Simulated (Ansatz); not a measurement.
# TaSnO3: the cost of one run

Method: DFT r²SCAN+U (U_eff = 1 eV on Ta d), plane waves, PAW, no spin–orbit coupling unless a run says so, in Ansatz 0.2.0.

## 1. The system as given

The structure is cubic, space group Pm-3m (No. 221). Conventional cell: a = 3.880 Å, b = 3.880 Å, c = 3.880 Å, α = 90.00°, β = 90.00°, γ = 90.00°. Ta (site symmetry m-3m) has 6 O at 1.94 Å as nearest neighbours. Sn (site symmetry m-3m) is surrounded by 12 O at 2.74 Å. O (site symmetry 4/mmm) has 2 Ta at 1.94 Å and 4 Sn at 2.74 Å as nearest neighbours.

Structure file:

```xyz
5
Lattice="3.8800 0.0000 0.0000 0.0000 3.8800 0.0000 0.0000 0.0000 3.8800" Properties=species:S:1:pos:R:3 pbc="T T T"
Ta    1.9400    1.9400    1.9400
Sn    0.0000    0.0000    0.0000
O     0.0000    1.9400    1.9400
O     1.9400    0.0000    1.9400
O     1.9400    1.9400    0.0000
```

Magnetic order typed: ferromagnetic.

## 2. From atoms, symmetry kept, no search

The input, input.yaml:

```yaml
crystal:
  lattice:
    - [3.88000062, 0.0, 0.0]
    - [0.0, 3.88000062, 0.0]
    - [0.0, 0.0, 3.88000062]
  atoms:
    - { symbol: Ta, position: [0.5, 0.5, 0.5], spin: 1.0 }
    - { symbol: Sn, position: [0.0, 0.0, 0.0] }
    - { symbol: O, position: [0.0, 0.5, 0.5] }
    - { symbol: O, position: [0.5, 0.0, 0.5] }
    - { symbol: O, position: [0.5, 0.5, 0.0] }
basis:
  ecutwfc: 500
  ecutrho_ratio: 4
kpoints:
  mp_grid: { grid: [5, 5, 5] }
hamiltonian:
  xc: r2scan
  hubbard: { sites: [{ site: 0, l: d, u_eff: 1.0 }] }
scf:
  occupations: { method: gaussian, width: 0.05 }
  lower_state_search: "off"
  max_iter: 150
output:
  forces: true
  stress: true
  eigenvalues: true
  populations: true
  hubbard: { sites: [{ site: 0, l: d }] }
magnetization:
  spin_polarized: true
```

On the command line:

```sh
ansatz run input.yaml --threads 4 --pin off --max-ram 6144MiB --backend cpu --events-out ev --progress --plain --runs-dir out
```

**Question.** How long does this run take on 4 threads of Arm Neoverse V1, shared host, and how much memory does it need?

About 5.1 s, with a peak of 0.53 GiB.
